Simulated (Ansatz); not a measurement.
Wanted: the native input for an Ansatz 0.2.0 run.

```
Task                : relaxation of cell and atoms
Functional          : BLYP
Dispersion          : D3(BJ)
Potentials or basis : Ansatz PAW
Cutoff              : 420 eV (not typed: the program's choice for these potentials)
k mesh              : 8 × 8 × 7
Occupations         : fermi-dirac, width 0.05 eV
Spin                : no spin polarisation
```

Crystal: NbTe.

```
Te Nb
1.0
     3.70297    0.00000    0.00000
    -1.85149    3.20687    0.00000
     0.00000    0.00000    3.69421
Te Nb
1 1
Cartesian
  1.8515 1.0690 0.0000
  0.0000 0.0000 1.8471
```

The cell comes from a database or a generator and needn't be the stable form of this composition.

One way to write it, as run:

input.yaml

```yaml
crystal:
  lattice:
    - [3.7029743866, 0.0, 0.0]
    - [-1.8514871933, 3.2068698884, 0.0]
    - [0.0, 0.0, 3.694211]
  atoms:
    - { symbol: Te, position: [0.6666666667, 0.3333333333, 0.0] }
    - { symbol: Nb, position: [0.0, 0.0, 0.5] }
hamiltonian:
  xc: blyp
  pseudopotentials: { kind: paw }
  dispersion: d3bj
kpoints:
  mp_grid: { grid: [8, 8, 7] }
scf:
  occupations: { method: fermi_dirac, width: 0.05 }
output:
  forces: true
  stress: true
  eigenvalues: true
relax:
  f_tol: 0.01
  max_steps: 40
  cell: { stress_tol: 0.05 }
```

Potentials or basis: Ansatz PAW.

The run is started by

```sh
$ ansatz run input.yaml --threads 2 --pin off --max-ram 5632MiB --backend cpu --events-out ev --progress --plain --runs-dir out
```

It gave:

```
Relaxed volume                         : 21.02 Å³/atom
Relaxed cell                           : a = 3.629 Å, b = 3.629 Å, c = 3.686 Å, α = 90.00°, β = 90.00°, γ = 120.00°
Space group after relaxing (to 0.05 Å) : P-6m2 (No. 187)
Energy gained by relaxing              : 14.3 meV/atom
Ionic steps                            : 5
Pressure after relaxing                : 0.0 GPa
Band gap on the k mesh                 : none (metal or under the smearing width)
```

Caveat: the plane-wave basis is chosen anew once the cell has moved, so the energies of steps on either side of that aren't comparable; pairwise dispersion overbinds metals, which lowers pressure and volume; the PAW data sets come from PBE, with cores solved anew for the run's functional, which leaves a small shift of forces and pressure.

It took 9.2 s on 2 threads of Arm Neoverse V2 (shared host), peak memory 0.35 GiB.
